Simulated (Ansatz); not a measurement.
# C2H3GaO: basis-set convergence

An exercise on one series of results from a longer session: the logs are not shown, and one member is left open.

Program: Ansatz 0.2.0, Gaussian basis. Level of theory: one geometry, several basis sets. These are calculated values, not measurements.

Plan: PBE0-D4/def2-SVP; ωB97M-V/def2-SVP; PBE0-D4/def2-QZVPP; ωB97M-V/def2-QZVPP; the functionals' def2-TZVPP values are taken from earlier runs.

## Structure used throughout

An earlier PBE0-D4 in a triple-zeta def2 set relaxation fixed the geometry.

7 atoms, charge 0, spin multiplicity 1.

Atoms are counted from 1 here; the program's logs count them from 0.

Bond lengths: O1–C2 1.341 Å, O1–H5 0.961 Å, C2–C3 1.360 Å, C2–Ga4 1.907 Å, C3–Ga4 1.879 Å, C3–H6 1.087 Å, Ga4–H7 1.532 Å. Angles: C2–O1–H5 108.6°, O1–C2–C3 128.4°, O1–C2–Ga4 163.8°, C3–C2–Ga4 67.9°, C2–C3–Ga4 70.0°, C2–C3–H6 132.1°, Ga4–C3–H6 157.8°, C2–Ga4–C3 42.1°, C2–Ga4–H7 156.3°, C3–Ga4–H7 161.6°.

Set-up of the first run:

Contents of in.yaml:

```yaml
crystal:
  periodic: [false, false, false]
  atoms:
    - {symbol: O, position_ang: [-1.628413, 0.776848, -0.130510]}
    - {symbol: C, position_ang: [-0.422959, 0.193869, -0.064523]}
    - {symbol: C, position_ang: [0.351876, -0.021206, 1.031830]}
    - {symbol: Ga, position_ang: [1.215112, -0.678152, -0.502316]}
    - {symbol: H, position_ang: [-1.917674, 0.780299, -1.046998]}
    - {symbol: H, position_ang: [0.206443, 0.209610, 2.083923]}
    - {symbol: H, position_ang: [2.256916, -1.329167, -1.417207]}
basis:
  gaussian: {orbitals: def2-SVP}
hamiltonian: {xc: pbe0, dispersion: d4}
output: {orbitals: {seedname: orbitals}}
```

On the command line:

```console
$ ansatz run in.yaml --threads 2 --pin off --events-out ev --progress --plain --max-ram 4352MiB
```

Among the steps run: PBE0-D4 in def2-SVP; ωB97M-V in def2-SVP; PBE0-D4 in def2-QZVPP; ωB97M-V in def2-QZVPP.

One table of the session follows, with a row left open; its other results are not shown here.

It belongs to the step «Functionals by basis». 

```
functional       basis  HOMO (eV)
   PBE0-D4    def2-SVP          ?
   PBE0-D4  def2-TZVPP      -6.58
   PBE0-D4  def2-QZVPP      -6.61
   ωB97M-V    def2-SVP      -8.68
   ωB97M-V  def2-TZVPP      -8.75
   ωB97M-V  def2-QZVPP      -8.78
```

Q: Estimate the row for PBE0-D4, def2-SVP from the others.

**Answer.** HOMO (eV): -6.53. In the column «HOMO (eV)» it is the highest.
